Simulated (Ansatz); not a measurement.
# Re: stress in a strained cell

Re is deformed so: equal xx and yy strain of +2 %. What stress and forces result, by LAPW, PAW and all-electron datasets made for the crystal?

Program: Ansatz 0.2.0. Level of theory: DFT PBEsol, scalar-relativistic. These are calculated values, not measurements.

2 further runs of the same task are left out: 2 set aside as unsound or not needed.

## Step 1: The structure to begin with

It takes space group R-3m (No. 166, trigonal). Conventional cell: a = 2.768 Å, b = 2.768 Å, c = 20.096 Å, α = 90.00°, β = 90.00°, γ = 120.00°. Re (site symmetry -3m) is surrounded by 12 Re at 2.75 to 2.77 Å. Re (site symmetry 3m) is surrounded by 12 Re at 2.74 to 2.77 Å.

Coordinates:

```xyz
3
Lattice="1.3839 0.7990 6.6986 -1.3839 0.7990 6.6986 0.0000 -1.5980 6.6986" Properties=species:S:1:pos:R:3 pbc="T T T"
Re    0.0000    0.0000    0.0000
Re    0.0000    0.0000    4.4648
Re    0.0000    0.0000   15.6311
```

Atoms are numbered in the order of the input: Re1, Re2, Re3.

## Step 2: The deformed structure

Space group R-3m before, R-3m after.

## Step 3: All-electron LAPW

The input, input.yaml:

```yaml
crystal:
  lattice:
    - [1.4116016155, 0.8149885727, 6.6986080885]
    - [-1.4116016155, 0.8149885727, 6.6986080885]
    - [0.0, -1.6299771454, 6.6986080885]
  atoms:
    - { symbol: Re, position: [0.0, 0.0, 0.0] }
    - { symbol: Re, position: [0.22217388, 0.22217388, 0.22217388] }
    - { symbol: Re, position: [0.77782612, 0.77782612, 0.77782612] }
kpoints:
  mp_grid: { grid: [15, 15, 15] }
  band_path:
    path:
      - [0.0, 0.0, 0.0]
      - [0.5, 0.5, 0.5]
      - [0.8234650266, 0.1765349734, 0.5]
      - [0.5, -0.1765349734, 0.1765349734]
      - [0.5, 0.0, 0.0]
      - [0.0, 0.0, 0.0]
      - [0.3382674867, -0.3382674867, 0.0]
      - [0.6617325133, 0.0, 0.3382674867]
      - [0.5, 0.0, 0.5]
    npoints: 5
scf:
  occupations: { method: fermi_dirac, width: 0.05 }
hamiltonian:
  xc: pbesol
  pseudopotentials: { kind: all_electron, lapw: { basis_error: 0.0005 } }
output:
  forces: true
  stress: true
  eigenvalues: true
```

The run is started by

```console
> ansatz run input.yaml --threads 1 --pin off --max-ram 6144MiB --backend cpu --events-out ev --progress --plain --runs-dir out
```

## Step 4: PAW on the default files

The input, input.yaml:

```yaml
crystal:
  lattice:
    - [1.4116016155, 0.8149885727, 6.6986080885]
    - [-1.4116016155, 0.8149885727, 6.6986080885]
    - [0.0, -1.6299771454, 6.6986080885]
  atoms:
    - { symbol: Re, position: [0.0, 0.0, 0.0] }
    - { symbol: Re, position: [0.22217388, 0.22217388, 0.22217388] }
    - { symbol: Re, position: [0.77782612, 0.77782612, 0.77782612] }
kpoints:
  mp_grid: { grid: [15, 15, 15] }
scf:
  occupations: { method: fermi_dirac, width: 0.05 }
hamiltonian:
  xc: pbesol
  pseudopotentials: { kind: paw }
output:
  forces: true
  stress: true
  eigenvalues: true
  efg: { contact_densities: true }
```

## Step 5: All-electron PAW on datasets made for the crystal

input.yaml: that of step 4 with these lines changed.

```diff
@@ -15,3 +15,3 @@
   xc: pbesol
-  pseudopotentials: { kind: paw }
+  pseudopotentials: { kind: all_electron, datasets: crystal }
 output:
```

(Steps that only read results are left out.)

Before running it: what results should come out? Wanted: pressure; largest shear or deviatoric stress.

**Answer**, as computed:

| quantity | value |
| --- | --- |
| pressure | LAPW -19.34, PAW -19.46, crystal datasets -19.34 GPa |
| largest shear or deviatoric stress (LAPW) | 4.39 GPa |

What this shows: Against the undeformed cell the largest change of stress is -15.44 GPa, in the yy component (others tie with it), with the atoms carried along and not relaxed. PAW: stress within 0.13 GPa of LAPW, forces within 1 meV/Å. Crystal datasets: stress within 0.01 GPa of LAPW, forces within 1 meV/Å. Spin-orbit coupling is left out, though the cell holds Re; in elements this heavy it can shift bands and gaps by tenths of an eV.
